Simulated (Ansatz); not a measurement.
# Al₂Cl₂F₂H₂: one species, many methods

How much do the methods differ for Al₂Cl₂F₂H₂? The plan is to run it at one geometry with functionals of several rungs and with coupled cluster, and see how far each lands from CCSD(T) at the basis-set limit for the atomisation energy.

Program: Ansatz 0.2.0, Gaussian basis. Level of theory: functionals in def2-TZVPP, the program's frozen cores in correlated methods. These are calculated values, not measurements.

Plan: LDA (SPW92), PBE-D4, revPBE-D4, BLYP-D4, r2SCAN-D4, B97M-V, PBE0-D4, B3LYP-D4, r2SCANh-D4, r2SCAN0-D4, HSE06-D4, BHLYP-D4, CAM-B3LYP-D4, LC-ωPBE, ωB97X-V, ωB97M-V, B2PLYP, PBE-QIDH; CCSD(T)/def2-SVP; CCSD(T)/def2-TZVPP; MP2/def2-QZVPP; extrapolation to the limit; RPA on PBE.

## Step 1: The relaxed structure

All runs share one geometry, relaxed beforehand with PBE0-D4 in a triple-zeta def2 set.

SMILES `[Cl][Al@H-]1[F+][Al@@H-]([Cl])[F+]1`, 8 atoms, charge 0, spin multiplicity 1.

Atoms are counted from 1 here; the program's logs count them from 0.

Bond lengths: Cl1–Al2 2.081 Å, Al2–F3 1.819 Å, Al2–F6 1.819 Å, Al2–H7 1.559 Å, F3–Al4 1.819 Å, Al4–Cl5 2.081 Å, Al4–F6 1.819 Å, Al4–H8 1.559 Å. Angles: Cl1–Al2–F3 109.9°, Cl1–Al2–F6 109.9°, Cl1–Al2–H7 124.9°, F3–Al2–F6 80.2°, F3–Al2–H7 111.5°, F6–Al2–H7 111.5°, Al2–F3–Al4 99.8°, F3–Al4–Cl5 109.9°, F3–Al4–F6 80.2°, F3–Al4–H8 111.5°, Cl5–Al4–F6 109.9°, Cl5–Al4–H8 124.9°, F6–Al4–H8 111.5°, Al2–F6–Al4 99.8°.

Geometry (Å):

```xyz
8
charge 0, multiplicity 1
Cl    0.3662    2.2582    1.7601
Al    1.0653    0.7110    0.5570
F     0.1027    0.6418   -0.9843
Al   -0.8878   -0.8493   -0.6641
Cl   -2.8576   -0.3171   -0.2556
F     0.0972   -0.7976    0.8636
H     2.5690    0.3844    0.3071
H    -0.4551   -2.0314   -1.5837
```

## Step 2: LDA

This LDA is Slater exchange with PW92 correlation.

Input file in.yaml:

```yaml
crystal:
  periodic: [false, false, false]
  atoms:
    - {symbol: Cl, position_ang: [0.366226, 2.258243, 1.760071]}
    - {symbol: Al, position_ang: [1.065313, 0.710961, 0.556989]}
    - {symbol: F, position_ang: [0.102717, 0.641829, -0.984324]}
    - {symbol: Al, position_ang: [-0.887782, -0.849321, -0.664148]}
    - {symbol: Cl, position_ang: [-2.857573, -0.317129, -0.255612]}
    - {symbol: F, position_ang: [0.097203, -0.797630, 0.863645]}
    - {symbol: H, position_ang: [2.568970, 0.384421, 0.307101]}
    - {symbol: H, position_ang: [-0.455084, -2.031366, -1.583711]}
basis:
  gaussian: {orbitals: def2-TZVPP}
hamiltonian: {xc: lda}
output: {orbitals: {seedname: orbitals}}
```

Further steps of the session: PBE-D4 (GGA); revPBE-D4 (GGA); BLYP-D4 (GGA); r2SCAN-D4 (meta-GGA); B97M-V (meta-GGA); PBE0-D4 (hybrid); B3LYP-D4 (hybrid); r2SCANh-D4 (hybrid); r2SCAN0-D4 (hybrid); HSE06-D4 (hybrid); BHLYP-D4 (hybrid); CAM-B3LYP-D4 (range-separated); LC-ωPBE (range-separated); ωB97X-V (range-separated); ωB97M-V (range-separated); B2PLYP (double hybrid); PBE-QIDH (double hybrid); CCSD(T) in def2-SVP; CCSD(T) in def2-TZVPP; MP2 in def2-QZVPP; RPA on PBE orbitals.

Before running them: what should the planned runs give, taken together? Wanted: atomisation energy, CCSD(T)/CBS; farthest beyond LDA; mean size of error, GGA; mean size of error, meta-GGA; mean size of error, hybrid; mean size of error, range-separated; mean size of error, double hybrid; gap, smallest and largest; T1 diagnostic.

The runs gave:

| quantity | value |
| --- | --- |
| atomisation energy, CCSD(T)/CBS | 688.8 kcal/mol |
| functionals within 3.4 kcal/mol (0.5 %) | r2SCAN-D4, B97M-V |
| farthest beyond LDA | revPBE-D4 (-31.8 kcal/mol) |
| mean size of error, GGA | 22.9 kcal/mol |
| mean size of error, meta-GGA | 2.5 kcal/mol |
| mean size of error, hybrid | 19.1 kcal/mol |
| mean size of error, range-separated | 8.8 kcal/mol |
| mean size of error, double hybrid | 16.4 kcal/mol |
| gap, smallest and largest | 6.35 eV (LDA (SPW92)), 13.61 eV (LC-ωPBE) |
| T1 diagnostic | 0.0096 |
| triples share of the correlation energy | 3.2 % |

LDA overbinds by 67.6 kcal/mol (10 %). PBE-D4 misses by -13.5 kcal/mol. Double hybrids carry the basis error of their MP2 part in triple zeta, and no dispersion term here, so their miss is partly the set-up's. By mean error the best rung here is meta-GGA (2.5 kcal/mol) and the worst beyond LDA is GGA (22.9 kcal/mol). Misses under about 3.4 kcal/mol are within the doubt on the reference itself, which lacks core-valence correlation, relativity and higher excitations. Hartree-Fock recovers 77 % of the binding; the rest is correlation. CCSD(T) in def2-SVP is off by -39.1 kcal/mol, worse than the median functional, from the basis alone. Orbital gaps span 6.4 to 13.6 eV; exact exchange widens them.
